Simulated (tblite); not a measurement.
# GFN1-xTB run of GeSiH5O (SMILES [SiH2][O][GeH3])

What is the electronic atomisation energy of GeSiH5O at GFN1-xTB? 

The results are computed with tblite 0.8.0.

18 further runs of the same task are left out: 18 set aside as unsound or not needed.

## (1) The system as given

GeSiH5O: 8 atoms, total charge 0, spin state doublet. As SMILES, `[SiH2][O][GeH3]`. The shape was relaxed beforehand at GFN1-xTB. This is one conformer, not always the lowest.

Bond lengths: Si1–O2 1.619 Å, O2–Ge3 1.798 Å, Si1–H4 1.470 Å, Si1–H5 1.470 Å, Ge3–H6 1.481 Å, Ge3–H7 1.481 Å, Ge3–H8 1.481 Å. Angles: Si1–O2–Ge3 166.1°, O2–Si1–H4 107.3°, O2–Si1–H5 107.4°, O2–Ge3–H6 105.2°, O2–Ge3–H7 106.2°, O2–Ge3–H8 105.2°, H4–Si1–H5 105.0°, H6–Ge3–H7 112.7°, H6–Ge3–H8 113.9°, H7–Ge3–H8 112.7°.

## (2) Vibrational wavenumbers at GFN1-xTB

File start.xyz:

```xyz
8

Si    -0.551176     1.295347    -1.300399
O     -0.118461     0.202678    -0.186960
Ge     0.724155    -1.032182     0.811469
H     -1.825401     0.848165    -1.880315
H     -0.872084     2.542082    -0.591262
H      0.859489    -0.420787     2.153739
H      2.031336    -1.269126     0.157278
H     -0.155956    -2.223077     0.780549
```

File run.py:

```python
# GFN1-xTB harmonic vibrations
import json
import numpy as np
from tblite.interface import Calculator
from tblite.interface import symbols_to_numbers
from ase.data import atomic_masses

symbols = list(map(str, np.loadtxt("start.xyz", skiprows=2, usecols=0, dtype=str, ndmin=1)))
numbers = np.array(symbols_to_numbers(symbols))
positions = np.loadtxt("start.xyz", skiprows=2, usecols=(1, 2, 3), ndmin=2) / 0.52917721

calc = Calculator("GFN1-xTB", numbers, positions, charge=0, uhf=1)
calc.set("verbosity", 0)
calc.set("accuracy", 0.01)
calc.add("spin-polarization", 1.0)
wfn = calc.singlepoint()
h = 0.005  # bohr
n = positions.size
H, D = np.zeros((n, n)), np.zeros((n, 3))
for a in range(n):
    g, d = [], []
    for sign in (1, -1):
        x = positions.ravel().copy()
        x[a] += sign * h
        calc.update(x.reshape(-1, 3))
        y = calc.singlepoint()
        g.append(y.get('gradient').ravel())
        d.append(y.get('dipole'))
    H[a], D[a] = (g[0] - g[1]) / (2 * h), (d[0] - d[1]) / (2 * h)
mass = np.repeat(atomic_masses[numbers], 3)
H = (H + H.T) / 2 / np.sqrt(np.outer(mass, mass))
# project out translations and rotations
com = positions - atomic_masses[numbers] @ positions / atomic_masses[numbers].sum()
T = [np.tile(v, len(numbers)) for v in np.eye(3)] + [np.cross(com, v).ravel() for v in np.eye(3)]
U, sv, _ = np.linalg.svd((np.array(T) * np.sqrt(mass)).T)
Q = U[:, (sv > 1e-3 * sv.max()).sum():]
w, V = np.linalg.eigh(Q.T @ H @ Q)
freq = np.sign(w) * np.sqrt(np.abs(w)) * 5140.487
inten = (((Q @ V).T / np.sqrt(mass)) @ D) ** 2
inten = inten.sum(axis=1) * 974.88
print(f"E = {wfn.get('energy'):.8f} Eh, max gradient {np.abs(wfn.get('gradient')).max():.2e} Eh/bohr")
print("mode   frequency/cm^-1   IR/(km/mol)")
for i, (v, s) in enumerate(zip(freq, inten), 1):
    print(f"{i:4d} {v:14.2f} {s:14.3f}")
zpe = freq[freq > 0].sum() / 2 / 219474.63
print(f"imaginary modes: {(freq < -10).sum()}, zero-point energy {zpe:.6f} Eh = {zpe * 2625.4996:.4f} kJ/mol")
out = {k: np.asarray(wfn.get(k)).tolist() for k in ("energy", "gradient", "charges", "dipole", "orbital-energies", "orbital-occupations")}
out.update(symbols=symbols, positions=(positions * 0.529177210903).tolist(), frequencies=freq.tolist(), intensities=inten.tolist(), zpe=zpe)
json.dump(out, open("results.json", "w"))
```

The run is started by

```sh
python run.py
```

Output:

```text
E = -10.93559566 Eh, max gradient 2.47e-05 Eh/bohr
mode   frequency/cm^-1   IR/(km/mol)
   1          77.83          2.219
   2          89.05          5.694
   3         117.96          5.727
   4         343.79         45.519
   5         594.38        117.192
   6         606.21         38.531
   7         611.47        179.803
   8         696.44        339.565
   9         751.89        355.349
  10         797.80        158.701
  11         814.54        169.827
  12         858.09        281.658
  13         987.07        292.251
  14        2041.65        551.713
  15        2050.42        106.838
  16        2227.73        521.285
  17        2229.41        517.674
  18        2246.72         45.979
imaginary modes: 0, zero-point energy 0.041332 Eh = 108.5159 kJ/mol
```

Run time: 1.1 s. Hardware: 1 thread of Intel Xeon at 2.50GHz (Skylake/Cascade Lake), shared host.

## (3) The Ge atom: the energy at GFN1-xTB

File script.py:

```python
# GFN1-xTB single point
import json
import numpy as np
from tblite.interface import Calculator

symbols = ["Ge"]
numbers = np.array([32])
positions = np.array([  # bohr
    [0.000000, 0.000000, 0.000000],
])

calculator = Calculator("GFN1-xTB", numbers, positions, charge=0, uhf=2)
calculator.set("verbosity", 0)
calculator.set("accuracy", 0.1)
calculator.add("spin-polarization", 1.0)
sp = calculator.singlepoint()

print(f"Energy: {sp.get('energy') * 2625.4996:.8f} kJ/mol")
eps = np.atleast_2d(sp.get("orbital-energies")) * 27.211386
occ = np.atleast_2d(sp.get("orbital-occupations"))
filled = occ.sum(axis=0) if eps.shape[0] == 1 else occ[0]
homo = np.nonzero(filled > 0.5)[0].max()
print("  MO   occupation   energy/eV")
for i in range(max(0, homo - 4), min(eps.shape[1], homo + 5)):
    print(f"{i + 1:4d} {filled[i]:10.4f} {eps[0, i]:12.4f}")
mu = sp.get("dipole") * 2.541746
print(f"|mu|: {np.linalg.norm(mu):.4f} D, components " + " ".join(f"{c:.4f}" for c in mu))
q = sp.get("charges")
print("Charges:", " ".join(f"{s}{i + 1}={c:+.4f}" for i, (s, c) in enumerate(zip(symbols, q))))
out = {k: np.asarray(sp.get(k)).tolist() for k in ("energy", "gradient", "charges", "dipole", "orbital-energies", "orbital-occupations")}
out.update(symbols=symbols, positions=(positions * 0.529177210903).tolist())
json.dump(out, open("results.json", "w"))
```

Run the same way, it converges to -1.54255 Eh (log not shown).

## (4) The H atom: a single-point energy at GFN1-xTB

File xtb_job.py:

```python
import json
import numpy as np
from tblite.interface import Calculator
from tblite.interface import symbols_to_numbers

geometry = """
H      0.000000     0.000000     0.000000
"""
lines = [l.split() for l in geometry.strip().splitlines()]
symbols = [l[0] for l in lines]
numbers = np.array(symbols_to_numbers(symbols))
positions = np.array([l[1:4] for l in lines], float) / 0.52917721

xtb = Calculator("GFN1-xTB", numbers, positions, charge=0, uhf=1)
xtb.set("accuracy", 0.1)
xtb.add("spin-polarization", 1.0)
result = xtb.singlepoint()

print(f"E(total): {result.get('energy') * 27.211386:.8f} eV")
eps = np.atleast_2d(result.get("orbital-energies")) * 27.211386
occ = np.atleast_2d(result.get("orbital-occupations"))
filled = occ.sum(axis=0) if eps.shape[0] == 1 else occ[0]
homo = np.nonzero(filled > 0.5)[0].max()
print("  MO   occupation   energy/eV")
for i in range(max(0, homo - 4), min(eps.shape[1], homo + 5)):
    print(f"{i + 1:4d} {filled[i]:10.4f} {eps[0, i]:12.4f}")
mu = result.get("dipole") * 2.541746
print(f"Dipole moment: {np.linalg.norm(mu):.4f} D, components " + " ".join(f"{c:.4f}" for c in mu))
q = result.get("charges")
print("Charges:", " ".join(f"{s}{i + 1}={c:+.4f}" for i, (s, c) in enumerate(zip(symbols, q))))
out = {k: np.asarray(result.get(k)).tolist() for k in ("energy", "gradient", "charges", "dipole", "orbital-energies", "orbital-occupations")}
out.update(symbols=symbols, positions=(positions * 0.529177210903).tolist())
json.dump(out, open("results.json", "w"))
```

The run is started by

```sh
python xtb_job.py
```

Output:

```text
------------------------------------------------------------
  cycle        total energy    energy error   density error
------------------------------------------------------------
      1    -0.4372419744618  -4.3724197E-01   5.0000000E-01
      2    -0.4372419744618   0.0000000E+00   3.0000000E-01
      3    -0.4372419744618   0.0000000E+00   1.7998200E-05
      4    -0.4372419744618   0.0000000E+00   1.4044321E-14
------------------------------------------------------------

 total:                                   0.001 sec
E(total): -11.89796014 eV
  MO   occupation   energy/eV
   1     1.0000     -12.8725
   2     0.0000      -4.1209
Dipole moment: 0.0000 D, components 0.0000 0.0000 0.0000
Charges: H1=+0.0000
```

It took 0.31 s on 1 thread of Intel Xeon at 2.50GHz (Skylake/Cascade Lake), shared host.

## (5) The O atom: the energy at GFN1-xTB

File start.xyz:

```xyz
1

O      0.000000     0.000000     0.000000
```

File xtb_job.py:

```python
import json
import numpy as np
from ase.io import read
from tblite.ase import TBLite
from ase.units import kcal, mol as mol_
from ase.units import Debye

atoms = read("start.xyz")
start = atoms.get_positions()

atoms.calc = TBLite(
    method="GFN1-xTB",
    multiplicity=3,
    accuracy=0.1,
    spin_polarization=1.0,
)
print(f"E: {atoms.get_potential_energy() / (kcal / mol_):.6f} kcal/mol")
print(f"Dipole: {np.linalg.norm(atoms.get_dipole_moment()) / Debye:.4f} D")
print("Charges:", np.round(atoms.get_charges(), 4))
json.dump(dict(energy=atoms.get_potential_energy(), forces=atoms.get_forces().tolist(), dipole=atoms.get_dipole_moment().tolist(), charges=atoms.get_charges().tolist(),
               symbols=atoms.get_chemical_symbols(), start=start.tolist(), final=atoms.positions.tolist()), open("results.json", "w"))
```

The run is started by

```sh
python xtb_job.py
```

Output:

```text
------------------------------------------------------------
  cycle        total energy    energy error   density error
------------------------------------------------------------
      1     -4.406538197178  -4.4065382E+00   1.0000000E+00
      2     -4.406538197178   0.0000000E+00   6.0000000E-01
      3     -4.406538197178   0.0000000E+00   3.5996400E-05
      4     -4.406538197178   0.0000000E+00   1.1191048E-13
------------------------------------------------------------

 total:                                   0.001 sec
E: -2765.144466 kcal/mol
Dipole: 0.0000 D
Charges: [0.]
```

Run time: 1.3 s. Hardware: 1 thread of Intel Xeon at 2.50GHz (Skylake/Cascade Lake), shared host; peak memory 0.09 GiB.

## (6) The Si atom: a single-point energy at GFN1-xTB

File geom.xyz:

```xyz
1

Si     0.000000     0.000000     0.000000
```

File calc.py:

```python
# GFN1-xTB single point
import json
import numpy as np
from tblite.interface import Calculator
from tblite.interface import symbols_to_numbers

symbols = list(map(str, np.loadtxt("geom.xyz", skiprows=2, usecols=0, dtype=str, ndmin=1)))
numbers = np.array(symbols_to_numbers(symbols))
positions = np.loadtxt("geom.xyz", skiprows=2, usecols=(1, 2, 3), ndmin=2) / 0.529177210903

calc = Calculator("GFN1-xTB", numbers, positions, charge=0, uhf=2)
calc.set("accuracy", 0.1)
calc.add("spin-polarization", 1.0)
result = calc.singlepoint()

print(f"E(total): {result.get('energy') * 2625.4996:.8f} kJ/mol")
eps = np.atleast_2d(result.get("orbital-energies")) * 27.211386
occ = np.atleast_2d(result.get("orbital-occupations"))
filled = occ.sum(axis=0) if eps.shape[0] == 1 else occ[0]
homo = np.nonzero(filled > 0.5)[0].max()
print(f"HOMO {eps[0, homo]:.4f} eV")
if homo + 1 < eps.shape[1]:
    print(f"LUMO {eps[0, homo + 1]:.4f} eV, gap {eps[0, homo + 1] - eps[0, homo]:.4f} eV")
mu = result.get("dipole") * 2.541746
print(f"|mu|: {np.linalg.norm(mu):.4f} D, components " + " ".join(f"{c:.4f}" for c in mu))
q = result.get("charges")
print("Charges:", " ".join(f"{s}{i + 1}={c:+.4f}" for i, (s, c) in enumerate(zip(symbols, q))))
out = {k: np.asarray(result.get(k)).tolist() for k in ("energy", "gradient", "charges", "dipole", "orbital-energies", "orbital-occupations")}
out.update(symbols=symbols, positions=(positions * 0.529177210903).tolist())
json.dump(out, open("results.json", "w"))
```

Run the same way, it converges to -1.65220 Eh (log not shown).

## (7) Results

At GFN1-xTB:

```
                                       quantity         value
                         molecule: total energy  -10.93560 Eh
                        molecule: dipole moment        1.45 D
molecule: HOMO energy (as the program lists it)      -8.82 eV
molecule: LUMO energy (as the program lists it)      -6.38 eV
             molecule: largest force on an atom    0.002 eV/Å
           molecule: lowest harmonic wavenumber       78 cm⁻¹
          molecule: highest harmonic wavenumber     2247 cm⁻¹
                    molecule: zero-point energy  108.5 kJ/mol
                          Ge atom: total energy   -1.54255 Eh
                         Ge atom: dipole moment        0.00 D
 Ge atom: HOMO energy (as the program lists it)      -8.77 eV
 Ge atom: LUMO energy (as the program lists it)      -3.45 eV
              Ge atom: largest force on an atom    0.000 eV/Å
                           H atom: total energy   -0.43724 Eh
                          H atom: dipole moment        0.00 D
  H atom: HOMO energy (as the program lists it)     -12.87 eV
               H atom: largest force on an atom    0.000 eV/Å
                           O atom: total energy   -4.40654 Eh
                          O atom: dipole moment        0.00 D
               O atom: largest force on an atom    0.000 eV/Å
                          Si atom: total energy   -1.65220 Eh
                         Si atom: dipole moment        0.00 D
 Si atom: HOMO energy (as the program lists it)      -8.34 eV
 Si atom: LUMO energy (as the program lists it)      -3.14 eV
              Si atom: largest force on an atom    0.000 eV/Å
                  electronic atomisation energy     31.241 eV
```

What this shows: Taking the molecule apart into free atoms costs 31.24 eV (720 kcal/mol), before zero-point energy and without spin-orbit coupling. Tight-binding and semi-empirical models aren't fitted to free atoms, so this value can be far from the true one. All 18 modes (molecule) are real, so the shape is a minimum at this level. Mulliken charges (molecule) run from -0.43 on O2 to +0.34 on Ge3.
